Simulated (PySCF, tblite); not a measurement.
# C2H9Cl2NSi4: geometry, infrared bands and NMR shifts

Wanted: the infrared bands and NMR shifts of C2H9Cl2NSi4 (`C=N[Si@@H]1[Si@H](Cl)[Si@@H](C)[Si@@H]1Cl`), by calculation.

Computed with tblite 0.8.0 and PySCF 2.14.0, with density-fitted response routines of our own, on a single molecule in the gas phase. Atoms count from 0, in the outputs and in this text.

## Step 1: The molecule as given

18 atoms, charge 0, multiplicity 1; geometry from: force field or distance geometry start.

Bonds of the start (Å): C0–N1 1.25, N1–Si2 1.78, Si2–Si3 2.24, Si3–Cl4 2.07, Si3–Si5 2.20, Si5–C6 1.86, Si5–Si7 2.24, Si7–Cl8 2.10, Si7–Si2 2.24, C0–H9 1.11, C0–H10 1.07, Si2–H11 1.47, Si3–H12 1.48, Si5–H13 1.47, C6–H14 1.10, C6–H15 1.12, C6–H16 1.11, Si7–H17 1.45.

## Step 2: Geometry optimisation with GFN2-xTB

The job: settings as JSON, then the geometry in Å.

```
{"job": {"kind": "relax", "xc": "GFN2-xTB", "basis": "xTB"}, "charge": 0, "multiplicity": 1}
C     -2.946400    -0.169400    -0.809400
N     -2.579100    -0.890000     0.146200
Si    -1.286800    -0.517600     1.307900
Si    -0.144900     1.366400     0.896400
Cl    -1.291700     2.953100     0.211900
Si     0.949900     0.203400    -0.620900
C      2.754200     0.577100    -0.839300
Si     0.566400    -1.592600     0.656000
Cl     0.199500    -3.302000    -0.500100
H     -3.776900    -0.566800    -1.423900
H     -2.557600     0.792200    -1.072900
H     -1.639400    -0.737500     2.715300
H      0.600100     1.709700     2.133700
H      0.211100     0.150400    -1.894500
H      2.963600     1.461200    -1.463800
H      3.308500     0.654700     0.127900
H      3.202900    -0.288600    -1.364200
H      1.457800    -1.797400     1.782100
```

Launch:

```console
$ OMP_NUM_THREADS=1 python probes_run.py task.json out
```

The driver reads the jobs from task.json and runs them one after another.

**Question.** This job is followed by: GFN2-xTB harmonic vibrations, gas phase; GIAO PBE0/pcSseg-1 NMR shielding, non-relativistic, gas phase. Predict these results of the whole session: strongest single infrared mode (GFN2-xTB); zero-point energy (GFN2-xTB); ¹³C shifts against TMS (PBE0/pcSseg-1); ¹H shifts against TMS (PBE0/pcSseg-1, means over atoms taken as alike); ¹⁵N shifts against NH3 (PBE0/pcSseg-1); ²⁹Si shifts against TMS (PBE0/pcSseg-1, means over atoms taken as alike); ³⁵Cl shifts against HCl (PBE0/pcSseg-1, means over atoms taken as alike); surface potential, 1st and 99th percentile.

The runs gave:

```
                                                                quantity                                   value
                               strongest single infrared mode (GFN2-xTB)                   2185 cm⁻¹, 415 km/mol
                                            zero-point energy (GFN2-xTB)                           64.5 kcal/mol
                                  ¹³C shifts against TMS (PBE0/pcSseg-1)                         181.1, -8.7 ppm
  ¹H shifts against TMS (PBE0/pcSseg-1, means over atoms taken as alike)  9.05, 8.95, 6.28, 6.15, 4.93, 0.15 ppm
                                  ¹⁵N shifts against NH3 (PBE0/pcSseg-1)                               401.4 ppm
²⁹Si shifts against TMS (PBE0/pcSseg-1, means over atoms taken as alike)                   4.1, -38.0, -41.2 ppm
³⁵Cl shifts against HCl (PBE0/pcSseg-1, means over atoms taken as alike)                                -103 ppm
                                   surface potential, 1st and 99th percentile                      -1.17 V and 1.89 V
```

**Reading.** Over 142 steps the energy fell by 1.287 eV; of the close pairs, Si3–Si5 changed most, 2.203 to 2.386 Å. All 48 modes are real, so the xTB geometry is a minimum. The strongest single mode, at 2185 cm⁻¹, moves mainly H11. GFN2-xTB is a fitted tight-binding method: band positions and strengths are rough. Its intensities can rank the bands wrongly. At PBE0/pcSseg-1: The largest span, 836 ppm, is at N1, where the paramagnetic term is -464 ppm. By nearest atom (PBE0/pcSseg-1), the HOMO sits on N1 41 %; Si7 15 % and the LUMO on Si2, Si3, Si7 about 14 % each; Si5 10 %.
